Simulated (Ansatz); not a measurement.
# H2 (SMILES [H][H]): B97M-V/def2-SV(P)

We compute a short trajectory of H2. 

The results are computed with Ansatz 0.2.0.

### 1 Starting point

H2 has 2 atoms, charge 0, and is taken as a singlet. As SMILES, `[H][H]`. The shape is that of a PBE0-D4/def2-TZVP optimisation. The run starts from this shape.

Bond lengths: H1–H2 0.746 Å.

### 2 A short trajectory at B97M-V/def2-SV(P)

job.yaml

```yaml
crystal:
  periodic: [false, false, false]
  atoms:
    - {symbol: H, position_ang: [0.319300, -0.099200, 0.165500]}
    - {symbol: H, position_ang: [-0.319300, 0.099200, -0.165500]}
basis:
  gaussian: {orbitals: def2-SV_P_.json}
hamiltonian: {xc: {name: B97M-V}}
md:
  timestep: 0.5 fs
  n_steps: 20
  ensemble: nvt_nose_hoover
  temperature: 1000
  initial_velocities: maxwell_boltzmann
  seed: 58
```

The basis set def2-SV(P) is read from a file made from the Basis Set Exchange's data (not shown).

Run with:

```bash
$ ansatz run job.yaml --threads 1 --pin off --max-ram 2610MiB --events-out events.jsonl --progress --plain --runs-dir runs
```

What values should one expect? Wanted: potential energy of the last frame.

Computed results:

At B97M-V/def2-SV(P):

| quantity | value |
| --- | --- |
| potential energy of the last frame | -1.16178 Eh |
